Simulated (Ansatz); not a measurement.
# CH₄F₂SSi: small, medium and large basis sets

The task here is to estimate one member of a computed series from the others.

Method: one geometry, several basis sets; program: Ansatz 0.2.0, Gaussian basis.

Levels to be run: PBE0-D4/def2-SVP; ωB97M-V/def2-SVP; PBE0-D4/def2-QZVPP; ωB97M-V/def2-QZVPP; the functionals' def2-TZVPP values are taken from earlier runs.

## Structure used throughout

All runs share one geometry, relaxed beforehand with PBE0-D4 in a triple-zeta def2 set.

SMILES `FC[SiH](F)S`, 9 atoms, charge 0, spin multiplicity 1.

Atoms are counted from 1 here; the program's logs count them from 0.

Bond lengths: F1–C2 1.391 Å, C2–Si3 1.886 Å, C2–H6 1.095 Å, C2–H7 1.095 Å, Si3–F4 1.598 Å, Si3–S5 2.111 Å, Si3–H8 1.480 Å, S5–H9 1.346 Å. Angles: F1–C2–Si3 110.4°, F1–C2–H6 108.1°, F1–C2–H7 108.3°, Si3–C2–H6 111.2°, Si3–C2–H7 110.5°, H6–C2–H7 108.2°, C2–Si3–F4 107.8°, C2–Si3–S5 109.6°, C2–Si3–H8 111.5°, F4–Si3–S5 112.1°, F4–Si3–H8 107.5°, S5–Si3–H8 108.4°, Si3–S5–H9 92.4°.

The first run:

The input, in.yaml:

```yaml
crystal:
  periodic: [false, false, false]
  atoms:
    - {symbol: F, position_ang: [1.218530, -0.961854, 1.005416]}
    - {symbol: C, position_ang: [1.134739, -0.084832, -0.071610]}
    - {symbol: Si, position_ang: [-0.667758, 0.198881, -0.549799]}
    - {symbol: F, position_ang: [-1.165290, -1.083681, -1.362246]}
    - {symbol: S, position_ang: [-1.817987, 0.532325, 1.189180]}
    - {symbol: H, position_ang: [1.703191, -0.512536, -0.904360]}
    - {symbol: H, position_ang: [1.607913, 0.859927, 0.216550]}
    - {symbol: H, position_ang: [-0.814003, 1.373622, -1.437766]}
    - {symbol: H, position_ang: [-1.110933, -0.367954, 1.897534]}
basis:
  gaussian: {orbitals: def2-SVP}
hamiltonian: {xc: pbe0, dispersion: d4}
output: {orbitals: {seedname: orbitals}}
```

Among the steps run: PBE0-D4 in def2-SVP; ωB97M-V in def2-SVP; PBE0-D4 in def2-QZVPP; ωB97M-V in def2-QZVPP.

One table of the session follows, with a row left open; its other results are not shown here.

| functional | basis | HOMO (eV) | LUMO (eV) |
| --- | --- | --- | --- |
| PBE0-D4 | def2-SVP | -7.88 | 0.60 |
| PBE0-D4 | def2-TZVPP | -8.00 | 0.03 |
| PBE0-D4 | def2-QZVPP | -8.03 | -0.19 |
| ωB97M-V | def2-SVP | -10.06 | 2.61 |
| ωB97M-V | def2-TZVPP | -10.22 | 1.82 |
| ωB97M-V | def2-QZVPP | ? | ? |

Q: Estimate the row for ωB97M-V, def2-QZVPP from the others.

As computed: HOMO (eV): -10.26; LUMO (eV): 1.38. In the column «HOMO (eV)» it is the lowest.
